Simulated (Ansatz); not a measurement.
Crystal: TiPd.

```
Pd Ti
1.0
     3.18000    0.00000    0.00000
     0.00000    3.18000    0.00000
     0.00000    0.00000    3.18000
Pd Ti
1 1
Direct
  0.00000 0.00000 0.00000
  0.50000 0.50000 0.50000
```

```yaml
Program: Ansatz 0.2.0
Task: relaxation of cell and atoms
Functional: RPBE
Dispersion: D4
Potentials_or_basis: all-electron LAPW, scalar-relativistic
Basis_error_allowed: 0.001 eV/atom
k_mesh: 8 × 8 × 8
Occupations: fermi-dirac, width 0.05 eV
Spin: no spin polarisation
```

At the start: volume 16.08 Å³/atom.

Task: Where does the relaxation end?

Result: Over 5 steps the energy falls by 2.1 meV/atom and the volume is 15.82 Å³/atom (-1.6 %); space group Pm-3m (No. 221, to 0.05 Å).

The path:
```csv
step,energy change (eV),largest force (eV/Å),volume (Å³)
1,0.0000,0.0000,32.16
2,-0.0001,0.0000,31.12
3,-0.0041,0.0000,31.65
4,-0.0041,0.0000,31.63
5,-0.0041,0.0000,31.63
```

Final structure:
```
Pd Ti
1.0
     3.16255    0.00000    0.00000
     0.00000    3.16255    0.00000
     0.00000    0.00000    3.16255
Pd Ti
1 1
Direct
  0.00000 0.00000 0.00000
  0.50000 0.50000 0.50000
```
